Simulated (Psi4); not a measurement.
**U-wB97X-D/def2-TZVPD (density fitting with cc-pvtz-jkfit, sweep point 4) run of SiHBrF (SMILES F[SiH]Br)**

What is the vertical electron affinity of SiHBrF at U-wB97X-D/def2-TZVPD (density fitting with cc-pvtz-jkfit, sweep point 4)? The job is set up through a Python script.

The results are computed with Psi4 1.11.

4 further runs of the same task are left out: 2 for a known fault of the program, 2 set aside as unsound or not needed.

**1. The system as given**

The species is SiHBrF (4 atoms), meant as a doublet with charge 0. SMILES: `F[SiH]Br`. Geometry: relaxed at PBE0-D4/def2-TZVP.

Bond lengths: F1–Si2 1.596 Å, Si2–Br3 2.211 Å, Si2–H4 1.491 Å. Angles: F1–Si2–Br3 108.9°, F1–Si2–H4 107.1°, Br3–Si2–H4 108.5°.

**2. The energy at U-wB97X-D/def2-TZVPD (density fitting with cc-pvtz-jkfit, sweep point 4)**

brfhsi.py

```python
import psi4

psi4.set_memory('1600 MB')
psi4.set_num_threads(1)
psi4.set_output_file('run.log', False)

m = psi4.geometry("""
0 2
F     -1.077500    -0.285400     1.078300
Si    -0.289800    -0.254700    -0.309800
Br     1.852200    -0.643700     0.073700
H     -0.429400     1.123400    -0.862500
symmetry c1
""")

psi4.set_options({
    'basis': 'def2-TZVPD',
    'reference': 'uks',
    'puream': True,
    'scf_type': 'df',
    'dft_radial_points': 99,
    'dft_spherical_points': 590,
    'df_basis_scf': 'cc-pvtz-jkfit',
    'maxiter': 150,
})

e, wfn = psi4.energy('wb97x-d', return_wfn=True)
print(f'total energy {e:.8f} hartree = {e * 27.211386:.5f} eV')
```

On the command line:

```
$ python brfhsi.py
```

run.log:

```text
[...]
  Running in c1 symmetry.
[...]
  Nuclear repulsion =  225.521655781163076
[...]
  Multiplicity = 2
[...]
  Nalpha       = 30
  Nbeta        = 29
[...]
    Number of basis functions: 149
[...]
   @DF-UKS iter   1: -2963.89448921067469   -1.57102e+00   1.01802e-02 DIIS/ADIIS
[...]
   @DF-UKS iter   9: -2964.23170387877872   -1.61106e-07   5.11524e-07 DIIS
[...]
   @S^2 Observed:                7.521150450E-01
[...]
    Orbital Energies [Eh]
    ---------------------
    Alpha Occupied:
       1A   -483.142171     2A    -66.347835     3A    -62.690656
       4A    -56.480887     5A    -56.478902     6A    -56.478682
       7A    -24.823503     8A     -8.831864     9A     -6.650261
      10A     -6.643854    11A     -6.643337    12A     -5.466730
      13A     -3.812934    14A     -3.811250    15A     -3.808757
      16A     -2.754606    17A     -2.752711    18A     -2.752355
      19A     -2.747229    20A     -2.747224    21A     -1.313890
      22A     -0.893644    23A     -0.662929    24A     -0.567514
      25A     -0.558878    26A     -0.546189    27A     -0.460944
      28A     -0.414836    29A     -0.403277    30A     -0.314881
    Alpha Virtual:
[...]
  @DF-UKS Final Energy: -2964.23170387877872
   => Energetics <=
    Nuclear Repulsion Energy =            225.5216557811630764
    One-Electron Energy =               -4573.1596553729286825
    Two-Electron Energy =                1474.7795288605793758
    DFT Exchange-Correlation Energy =     -91.3725709554093299
    Empirical Dispersion Energy =          -0.0006621921828511
    VV10 Nonlocal Energy =                  0.0000000000000000
    Total Energy =                      -2964.2317038787787169
[...]
 Multipole Moments:
 ------------------------------------------------------------------------------------
     Multipole            Electronic (a.u.)      Nuclear  (a.u.)        Total (a.u.)
 ------------------------------------------------------------------------------------
 L = 1.  Multiply by 2.5417464519 to convert [e a0] to [Debye]
 Dipole X            :          7.1208868           -7.2350292           -0.1141424
 Dipole Y            :         -2.4903945            2.6175702            0.1271757
 Dipole Z            :          0.9143942           -1.3423917           -0.4279976
 Magnitude           :                                                    0.4608515
[...]
```

On the terminal:

```text
total energy -2964.23170388 hartree = -80660.85309 eV
```

Wall time 26 s (1 thread of AMD EPYC 7R43 (Zen 3), shared host); peak memory 1.2 GiB.

**3. The singlet anion**

run.py

```python
import psi4

psi4.set_memory('1600 MB')
psi4.set_num_threads(1)
psi4.set_output_file('brfhsi.out', False)

m = psi4.geometry("""
-1 1
F     -1.077500    -0.285400     1.078300
Si    -0.289800    -0.254700    -0.309800
Br     1.852200    -0.643700     0.073700
H     -0.429400     1.123400    -0.862500
symmetry c1
""")

psi4.set_options({
    'reference': 'rks',
    'puream': True,
    'scf_type': 'df',
    'dft_radial_points': 99,
    'dft_spherical_points': 590,
    'df_basis_scf': 'cc-pvtz-jkfit',
})

E, wfn = psi4.energy('wb97x-d/def2-TZVPD', return_wfn=True)
print(f'wb97x-d/def2-TZVPD energy: {E:.10f} Eh')
```

On the command line:

```
$ python run.py
```

brfhsi.out:

```text
[...]
  Running in c1 symmetry.
[...]
  Nuclear repulsion =  225.521655781163076
[...]
  Multiplicity = 1
[...]
  Nalpha       = 30
  Nbeta        = 30
[...]
    Number of basis functions: 149
[...]
   @DF-RKS iter   1: -2963.89144016711180   -1.56797e+00   1.04133e-02 DIIS/ADIIS
[...]
   @DF-RKS iter   9: -2964.28051648206792   -5.60613e-07   7.35979e-07 DIIS
[...]
    Orbital Energies [Eh]
    ---------------------
    Doubly Occupied:
       1A   -482.935951     2A    -66.074766     3A    -62.485162
       4A    -56.274781     5A    -56.273544     6A    -56.273215
       7A    -24.604612     8A     -8.626883     9A     -6.444079
      10A     -6.439741    11A     -6.438733    12A     -5.197176
      13A     -3.543323    14A     -3.541050    15A     -3.536767
      16A     -2.548813    17A     -2.547589    18A     -2.546799
      19A     -2.543281    20A     -2.543242    21A     -1.098092
      22A     -0.688652    23A     -0.439415    24A     -0.350080
      25A     -0.346283    26A     -0.324369    27A     -0.243460
      28A     -0.212872    29A     -0.206468    30A     -0.040753
[...]
  @DF-RKS Final Energy: -2964.28051648206792
   => Energetics <=
    Nuclear Repulsion Energy =            225.5216557811630764
    One-Electron Energy =               -4586.0307287187915790
    Two-Electron Energy =                1487.7257052801478494
    DFT Exchange-Correlation Energy =     -91.4964866324039861
    Empirical Dispersion Energy =          -0.0006621921828511
    VV10 Nonlocal Energy =                  0.0000000000000000
    Total Energy =                      -2964.2805164820679238
[...]
 Multipole Moments:
 ------------------------------------------------------------------------------------
     Multipole            Electronic (a.u.)      Nuclear  (a.u.)        Total (a.u.)
 ------------------------------------------------------------------------------------
 L = 1.  Multiply by 2.5417464519 to convert [e a0] to [Debye]
 Dipole X            :          8.8075312           -7.2350292            1.5725020
 Dipole Y            :         -2.4094222            2.6175702            0.2081481
 Dipole Z            :          2.1087755           -1.3423917            0.7663837
 Magnitude           :                                                    1.7616561
[...]
```

On the terminal:

```text
wb97x-d/def2-TZVPD energy: -2964.2805164821 Eh
```

Wall time 16 s (1 thread of AMD EPYC 7R43 (Zen 3), shared host); peak memory 1.2 GiB.

**4. What came out**

At U-wB97X-D/def2-TZVPD (density fitting with cc-pvtz-jkfit, sweep point 4):

| quantity | value |
| --- | --- |
| doublet SiHBrF: total energy | -2964.23170 Eh |
| doublet SiHBrF: dipole moment | 1.17 D |
| doublet SiHBrF: HOMO energy (highest over α and β) | -8.57 eV |
| doublet SiHBrF: LUMO energy (lowest over α and β) | -1.78 eV |
| doublet SiHBrF: dispersion energy | -1.74 kJ/mol |
| doublet SiHBrF: ⟨S²⟩ | 0.752 |
| singlet anion: total energy | -2964.28052 Eh |
| singlet anion: HOMO energy | -1.11 eV |
| singlet anion: LUMO energy | 4.41 eV |
| singlet anion: HOMO–LUMO gap (to an unbound level, set by the basis) | 5.52 eV |
| singlet anion: dispersion energy | -1.74 kJ/mol |
| vertical electron affinity (to the singlet anion) | 1.328 eV |

At fixed nuclei the extra electron is bound by 1.33 eV (128 kJ/mol).
